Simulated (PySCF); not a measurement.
# Fluorine: the same states on changed settings, part 2 of 2

These states were run before on sound settings. What differs here: initial guess 1e, at most 50 SCF cycles. What does it move?

PySCF 2.14.0; changed: initial guess 1e, at most 50 SCF cycles. The scripts are equivalent inputs of a driver's runs. The steps go on from the part before.

**3. Changed run, F⁺**

Level: UHF.

input.py

```python
from pyscf import gto, scf, dft, mp, cc
import basis_set_exchange as bse
mol = gto.M(atom="F 0 0 0", charge=1, spin=2, symmetry="D2h",
            basis=gto.basis.parse(bse.get_basis("x2c-TZVPall", elements=["F"], fmt="nwchem", header=False)),
            nucmod="G")
mf = scf.UHF(mol).sfx2c1e()
mf.irrep_nelec = {'Ag': (2, 2), 'B1u': (1, 0), 'B2u': (1, 1), 'B3u': (1, 0)}
mf.init_guess = "1e"
mf.max_cycle = 50
mf.kernel()
```

What it wrote:

```text
damping factor = 0
level_shift factor = 0
DIIS = <class 'pyscf.scf.diis.CDIIS'>
diis_start_cycle = 1
diis_space = 10
diis_damp = 0
SCF conv_tol = 1e-09
SCF conv_tol_grad = None
number electrons alpha = 5  beta = 3
irrep_nelec {'Ag': (2, 2), 'B1g': (0, 0), 'B2g': (0, 0), 'B3g': (0, 0), 'Au': (0, 0), 'B1u': (1, 0), 'B2u': (1, 1), 'B3u': (1, 0)}
alpha HOMO (B2u) = -0.404655806472865  LUMO (Ag) = 0.272488003665487
  HOMO = -0.327424598253  LUMO = -0.0376939390802  gap/eV = 7.88397
cycle= 1 E= -98.4013466857235  delta_E= -5.08  |g|= 1.35  |ddm|= 3.17
alpha HOMO (B2u) = -1.79291540679825  LUMO (Ag) = 0.0609329294843874
  HOMO = -1.63524883449  LUMO = -0.939390228866  gap/eV = 18.93528
cycle= 2 E= -98.8936131604956  delta_E= -0.492  |g|= 0.403  |ddm|= 0.696
alpha HOMO (B2u) = -1.43742863040842  LUMO (Ag) = 0.16647581198422
  HOMO = -1.31723405207  LUMO = -0.523625812688  gap/eV = 21.59518
cycle= 3 E= -98.9236340391377  delta_E= -0.03  |g|= 0.0374  |ddm|= 0.157
alpha HOMO (B2u) = -1.41561690117711  LUMO (Ag) = 0.183211224076786
  HOMO = -1.3069519775  LUMO = -0.491743098655  gap/eV = 22.18296
cycle= 4 E= -98.9240507029633  delta_E= -0.000417  |g|= 0.0041  |ddm|= 0.0285
alpha HOMO (B2u) = -1.4157889520453  LUMO (Ag) = 0.182581058419899
  HOMO = -1.30926845848  LUMO = -0.493256329671  gap/eV = 22.20482
cycle= 5 E= -98.924059318593  delta_E= -8.62e-06  |g|= 0.00109  |ddm|= 0.00265
alpha HOMO (B2u) = -1.4152717049542  LUMO (Ag) = 0.182680610263326
  HOMO = -1.30972134463  LUMO = -0.492972127674  gap/eV = 22.22488
cycle= 6 E= -98.9240600314718  delta_E= -7.13e-07  |g|= 0.000227  |ddm|= 0.000816
alpha HOMO (B2u) = -1.41521246022806  LUMO (Ag) = 0.182675740257949
  HOMO = -1.30988216794  LUMO = -0.493005470389  gap/eV = 22.22835
cycle= 7 E= -98.9240600656228  delta_E= -3.42e-08  |g|= 1.92e-05  |ddm|= 0.000226
alpha HOMO (B2u) = -1.41520467076437  LUMO (Ag) = 0.18267314090199
  HOMO = -1.30987649156  LUMO = -0.493009368924  gap/eV = 22.22809
cycle= 8 E= -98.9240600657843  delta_E= -1.61e-10  |g|= 2.37e-06  |ddm|= 1.56e-05
converged SCF energy = -98.9240600657843  <S^2> = 2.0050768  2S+1 = 3.0033826
```

Time after the integrals: 0.06 s (1 thread of AMD EPYC 9R45, shared host).

The occupied shells:

| shell | electrons | mean orbital energy (eV) | spread (eV) | rms radius (bohr) |
| --- | --- | --- | --- | --- |
| 1s α | 1 | -740.64 | 0 | 0.204 |
| 1s β | 1 | -737.71 | 0 | 0.204 |
| 2s α | 1 | -65.412 | 0 | 1.05 |
| 2s β | 1 | -54.362 | 0 | 1.05 |
| 2p α | 3 | -40.710 | 3.301 | 1.09 |
| 2p β | 1 | -35.644 | 0 | 1.09 |

⟨S²⟩ = 2.005, ⟨L²⟩ = 2.01.

Level: r2SCAN.

input.py, as changed from the run before:

```diff
@@ -5,3 +5,3 @@
             nucmod="G")
-mf = scf.UHF(mol).sfx2c1e()
+mf = dft.UKS(mol, xc="R2SCAN").sfx2c1e()
 mf.irrep_nelec = {'Ag': (2, 2), 'B1u': (1, 0), 'B2u': (1, 1), 'B3u': (1, 0)}
```

What it wrote:

```text
damping factor = 0
level_shift factor = 0
DIIS = <class 'pyscf.scf.diis.CDIIS'>
diis_start_cycle = 1
diis_space = 10
diis_damp = 0
SCF conv_tol = 1e-09
SCF conv_tol_grad = None
number electrons alpha = 5  beta = 3
irrep_nelec {'Ag': (2, 2), 'B1g': (0, 0), 'B2g': (0, 0), 'B3g': (0, 0), 'Au': (0, 0), 'B1u': (1, 0), 'B2u': (1, 1), 'B3u': (1, 0)}
XC functionals = R2SCAN
    J. W. Furness, A. D. Kaplan, J. Ning, J. P. Perdew, and J. Sun.,  J. Phys. Chem. Lett. 11, 8208-8215 (2020)
    J. W. Furness, A. D. Kaplan, J. Ning, J. P. Perdew, and J. Sun.,  J. Phys. Chem. Lett. 11, 9248-9248 (2020)
    J. W. Furness, A. D. Kaplan, J. Ning, J. P. Perdew, and J. Sun.,  J. Phys. Chem. Lett. 11, 8208-8215 (2020)
    J. W. Furness, A. D. Kaplan, J. Ning, J. P. Perdew, and J. Sun.,  J. Phys. Chem. Lett. 11, 9248-9248 (2020)
alpha HOMO (B2u) = -0.158097098578597  LUMO (Ag) = 0.340395650073702
  HOMO = -0.119945591969  LUMO = -0.0952770707923  gap/eV = 0.67126
cycle= 1 E= -96.5188773136645  delta_E= -2.93  |g|= 2.74  |ddm|= 3.41
alpha HOMO (B2u) = -2.35275717038033  LUMO (Ag) = -0.381701543633184
  HOMO = -2.28667623865  LUMO = -2.20038637056  gap/eV = 2.34807
cycle= 2 E= -98.4040919034194  delta_E= -1.89  |g|= 1.82  |ddm|= 1.87
alpha HOMO (B2u) = -1.21223031252787  LUMO (Ag) = -0.0116824961508613
  HOMO = -1.14263276462  LUMO = -1.04418698793  gap/eV = 2.67885
cycle= 3 E= -99.1594801150012  delta_E= -0.755  |g|=  0.2  |ddm|= 0.701
alpha HOMO (B2u) = -1.05759105872783  LUMO (Ag) = 0.0632111152213355
  HOMO = -0.990815919012  LUMO = -0.877447990841  gap/eV = 3.08490
cycle= 4 E= -99.172454600075  delta_E= -0.013  |g|= 0.00756  |ddm|= 0.109
alpha HOMO (B2u) = -1.059865598095  LUMO (Ag) = 0.0593185336261541
  HOMO = -0.993179044721  LUMO = -0.877707360703  gap/eV = 3.14214
cycle= 5 E= -99.172471804854  delta_E= -1.72e-05  |g|= 0.00113  |ddm|= 0.00688
alpha HOMO (B2u) = -1.05974787144723  LUMO (Ag) = 0.0591239831788215
  HOMO = -0.992978490576  LUMO = -0.877244204362  gap/eV = 3.14929
cycle= 6 E= -99.1724725755966  delta_E= -7.71e-07  |g|= 8.4e-05  |ddm|= 0.00133
alpha HOMO (B2u) = -1.05978381984401  LUMO (Ag) = 0.0591728481459768
  HOMO = -0.992957992274  LUMO = -0.877246701454  gap/eV = 3.14866
cycle= 7 E= -99.172472579789  delta_E= -4.19e-09  |g|= 5.94e-06  |ddm|= 7.73e-05
alpha HOMO (B2u) = -1.05978512340367  LUMO (Ag) = 0.0591729421812275
  HOMO = -0.992956537868  LUMO = -0.877246211197  gap/eV = 3.14864
cycle= 8 E= -99.1724725798075  delta_E= -1.85e-11  |g|= 2.96e-07  |ddm|= 5.2e-06
converged SCF energy = -99.1724725798075  <S^2> = 2.0032108  2S+1 = 3.0021398
```

It took 0.21 s on 1 thread of AMD EPYC 9R45, shared host, the integrals not counted.

Level: MN15.

input.py, as changed from the run before:

```diff
@@ -5,3 +5,3 @@
             nucmod="G")
-mf = dft.UKS(mol, xc="R2SCAN").sfx2c1e()
+mf = dft.UKS(mol, xc="MN15").sfx2c1e()
 mf.irrep_nelec = {'Ag': (2, 2), 'B1u': (1, 0), 'B2u': (1, 1), 'B3u': (1, 0)}
```

What it wrote:

```text
damping factor = 0
level_shift factor = 0
DIIS = <class 'pyscf.scf.diis.CDIIS'>
diis_start_cycle = 1
diis_space = 10
diis_damp = 0
SCF conv_tol = 1e-09
SCF conv_tol_grad = None
number electrons alpha = 5  beta = 3
irrep_nelec {'Ag': (2, 2), 'B1g': (0, 0), 'B2g': (0, 0), 'B3g': (0, 0), 'Au': (0, 0), 'B1u': (1, 0), 'B2u': (1, 1), 'B3u': (1, 0)}
XC functionals = MN15
    H. S. Yu, X. He, S. L. Li, and D. G. Truhlar.,  Chem. Sci. 7, 5032-5051 (2016)
    H. S. Yu, X. He, S. L. Li, and D. G. Truhlar.,  Chem. Sci. 7, 5032-5051 (2016)
alpha HOMO (B2u) = -0.214292740714039  LUMO (Ag) = 0.422942647220836
  HOMO = -0.187601144693  LUMO = -0.0985411092183  gap/eV = 2.42345
cycle= 1 E= -97.1153528251567  delta_E= -3.58  |g|= 2.73  |ddm|= 3.41
alpha HOMO (B2u) = -2.19502062924236  LUMO (Ag) = -0.241714689400744
  HOMO = -2.14775781828  LUMO = -1.92270467031  gap/eV = 6.12401
cycle= 2 E= -98.5683155828339  delta_E= -1.45  |g|= 1.68  |ddm|= 1.59
alpha HOMO (B2u) = -1.26313048067618  LUMO (Ag) = 0.0356478086729126
  HOMO = -1.18471205346  LUMO = -0.901091323145  gap/eV = 7.71771
cycle= 3 E= -99.1475167815411  delta_E= -0.579  |g|= 0.136  |ddm|= 0.627
alpha HOMO (B2u) = -1.17771269745642  LUMO (Ag) = 0.0844985987246929
  HOMO = -1.09811377798  LUMO = -0.780993632704  gap/eV = 8.62928
cycle= 4 E= -99.1523028698185  delta_E= -0.00479  |g|= 0.00902  |ddm|= 0.0617
alpha HOMO (B2u) = -1.18438057355619  LUMO (Ag) = 0.0826757171751424
  HOMO = -1.10343602105  LUMO = -0.785931946498  gap/eV = 8.63973
cycle= 5 E= -99.1523234509907  delta_E= -2.06e-05  |g|= 0.00116  |ddm|= 0.00486
alpha HOMO (B2u) = -1.1843475429076  LUMO (Ag) = 0.0829065320506217
  HOMO = -1.10300899226  LUMO = -0.785475473439  gap/eV = 8.64053
cycle= 6 E= -99.1523241306489  delta_E= -6.8e-07  |g|= 0.000127  |ddm|= 0.000987
alpha HOMO (B2u) = -1.18439232323947  LUMO (Ag) = 0.0829354288223954
  HOMO = -1.10298563957  LUMO = -0.785493059159  gap/eV = 8.63941
cycle= 7 E= -99.1523241404949  delta_E= -9.85e-09  |g|= 6.42e-06  |ddm|= 0.000124
alpha HOMO (B2u) = -1.1843924313033  LUMO (Ag) = 0.0829384530757835
  HOMO = -1.10298280932  LUMO = -0.785492433941  gap/eV = 8.63935
cycle= 8 E= -99.1523241405222  delta_E= -2.73e-11  |g|= 3.09e-07  |ddm|= 7.61e-06
converged SCF energy = -99.1523241405222  <S^2> = 2.0008909  2S+1 = 3.0005939
```

It took 0.21 s on 1 thread of AMD EPYC 9R45, shared host, the integrals not counted.

Level: MP2 (valence).

input.py, as changed from the run before:

```diff
@@ -5,3 +5,3 @@
             nucmod="G")
-mf = dft.UKS(mol, xc="MN15").sfx2c1e()
+mf = scf.UHF(mol).sfx2c1e()
 mf.irrep_nelec = {'Ag': (2, 2), 'B1u': (1, 0), 'B2u': (1, 1), 'B3u': (1, 0)}
@@ -10 +10,2 @@
 mf.kernel()
+mp.UMP2(mf, frozen=1).kernel()
```

The driver printed no log here.

It took 0.01 s on 1 thread of AMD EPYC 9R45, shared host, the integrals not counted.

With 6 electrons correlated, the MP2 correlation energy is -0.14088 hartree (-0.03411 same spin, -0.10677 opposite spin); the SCS form gives -0.13950. Largest pairs of shells: 2p-2p -0.0665, 2s-2p -0.0647, 2s-2s -0.0097.

Level: CCSD(T) (valence).

input.py, as changed from the run before:

```diff
@@ -10,2 +10,3 @@
 mf.kernel()
-mp.UMP2(mf, frozen=1).kernel()
+mycc = cc.CCSD(mf, frozen=1).run()
+mycc.ccsd_t()
```

What it wrote:

```text
CC2 = 0
CCSD nocc = (np.int64(4), np.int64(2)), nmo = (30, 30)
frozen orbitals [[0], [0]]
max_cycle = 100
direct = 0
conv_tol = 1e-08
conv_tol_normt = 1e-06
diis_space = 8
diis_start_cycle = 0
Init t2, MP2 energy = -0.140884431283347
Init E_corr(UCCSD) = -0.140884431285448
cycle = 1  E_corr(UCCSD) = -0.153660213108246  dE = -0.0127757818  norm(t1,t2) = 0.0211942
cycle = 2  E_corr(UCCSD) = -0.1558057615325  dE = -0.00214554842  norm(t1,t2) = 0.00668195
cycle = 3  E_corr(UCCSD) = -0.156675733145749  dE = -0.000869971613  norm(t1,t2) = 0.00284885
cycle = 4  E_corr(UCCSD) = -0.15662737874186  dE = 4.83544039e-05  norm(t1,t2) = 0.00069185
cycle = 5  E_corr(UCCSD) = -0.156639196022755  dE = -1.18172809e-05  norm(t1,t2) = 0.000129918
cycle = 6  E_corr(UCCSD) = -0.156640200617607  dE = -1.00459485e-06  norm(t1,t2) = 2.97378e-05
cycle = 7  E_corr(UCCSD) = -0.156639778170214  dE = 4.22447393e-07  norm(t1,t2) = 6.4187e-06
cycle = 8  E_corr(UCCSD) = -0.156639796912436  dE = -1.87422225e-08  norm(t1,t2) = 1.09934e-06
cycle = 9  E_corr(UCCSD) = -0.156639797094013  dE = -1.8157667e-10  norm(t1,t2) = 1.3313e-07
UCCSD converged
E(UCCSD) = -99.0806998628783  E_corr = -0.1566397970940131
UCCSD(T) correction = -0.00190419911570221
```

It took 0.21 s on 1 thread of AMD EPYC 9R45, shared host, the integrals not counted.

CCSD correlation -0.15664 hartree, triples -0.00190; total -99.082604. T1 = 0.004, largest double amplitude 0.028.

**4. What moved**

| species | method | converged | energy less sound run (eV) |
| --- | --- | --- | --- |
| F | UHF | yes | -0.0000 |
| F | r2SCAN | yes | -0.0000 |
| F | MN15 | yes | +0.0000 |
| F | MP2 (valence) | yes | +0.0000 |
| F | CCSD(T) (valence) | yes | -0.0000 |
| F⁺ | UHF | yes | -0.0000 |
| F⁺ | r2SCAN | yes | -0.0000 |
| F⁺ | MN15 | yes | -0.0000 |
| F⁺ | MP2 (valence) | yes | -0.0000 |
| F⁺ | CCSD(T) (valence) | yes | -0.0000 |

Ionisation energy of F:

| method | sound run (eV) | changed run (eV) | shift (eV) |
| --- | --- | --- | --- |
| UHF | 15.641 | 15.641 | +0.000 |
| r2SCAN | 17.504 | 17.504 | +0.000 |
| MN15 | 17.565 | 17.565 | -0.000 |
| MP2 | 17.195 | 17.195 | -0.000 |
| SCS-MP2 | 17.180 | 17.180 | -0.000 |
| CCSD | 17.093 | 17.093 | -0.000 |
| CCSD(T) | 17.135 | 17.135 | -0.000 |

**5. Summary of results**

What follows sums up all 2 parts.

| quantity | value |
| --- | --- |
| change | initial guess 1e, at most 50 SCF cycles |
| runs converged | 10 of 10 |
| largest shift of a converged total energy | 0.000 eV |
| largest shift of the ionisation energy | -0.000 eV (SCS-MP2) |

The difference hardly moves. Here the plain start reaches the same solutions.
